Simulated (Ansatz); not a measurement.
# Li2Sc: the cost of one run

Computed with Ansatz 0.2.0 (DFT PBE, scalar-relativistic, plane waves, PAW, unless a step's input says otherwise).

### Step 1. The structure to begin with

The structure is hexagonal, space group P6/mmm (No. 191). Conventional cell: a = 3.521 Å, b = 3.521 Å, c = 3.802 Å, α = 90.00°, β = 90.00°, γ = 120.00°. Li (site symmetry -6m2) has 3 Li at 2.03 Å as nearest neighbours. Around Sc (site symmetry 6/mmm) lie 12 Li at 2.78 Å.

As a file:

```cif
data_structure
_symmetry_space_group_name_H-M 'P 1'
_symmetry_Int_Tables_number 1
_cell_length_a 3.5214
_cell_length_b 3.5214
_cell_length_c 3.8021
_cell_angle_alpha 90.000
_cell_angle_beta 90.000
_cell_angle_gamma 120.000
_cell_volume 40.83
loop_
_atom_site_label
_atom_site_type_symbol
_atom_site_fract_x
_atom_site_fract_y
_atom_site_fract_z
_atom_site_occupancy
Li1 Li 0.33333 0.66667 0.50000 1
Li2 Li 0.66667 0.33333 0.50000 1
Sc1 Sc 0.00000 0.00000 0.00000 1
```

This is candidate A: AlB2 type (P6/mmm, No. 191).

(A quick probe on a coarse mesh, which set the mesh and smearing, is not shown.)

### Step 3. A loose first relaxation (candidate A)

The input, input.yaml:

```yaml
crystal:
  lattice:
    - [3.5213500112, 0.0, 0.0]
    - [-1.7606750056, 3.0495785653, 0.0]
    - [0.0, 0.0, 3.8021221051]
  atoms:
    - { symbol: Li, position: [0.3333333333, 0.6666666667, 0.5] }
    - { symbol: Li, position: [0.6666666667, 0.3333333333, 0.5] }
    - { symbol: Sc, position: [0.0, 0.0, 0.0] }
basis:
  ecutwfc: 420
kpoints:
  mp_grid: { grid: [6, 6, 4] }
hamiltonian:
  xc: pbe
scf:
  occupations: { method: gaussian, width: 0.1 }
  lower_state_search: "off"
output:
  forces: true
  stress: true
  eigenvalues: true
relax:
  adjacent_minimum: "off"
  f_tol: 0.04
  max_steps: 70
  cell: { stress_tol: 0.4 }
```

Command:

```sh
ansatz run input.yaml --threads 1 --pin off --max-ram 2560MiB --backend cpu --events-out ev --progress --plain --runs-dir out
```

**Question.** How long does this run take on 1 thread of Arm Neoverse V2, shared host, and how much memory does it need?

About 17 s, with a peak of 0.32 GiB.
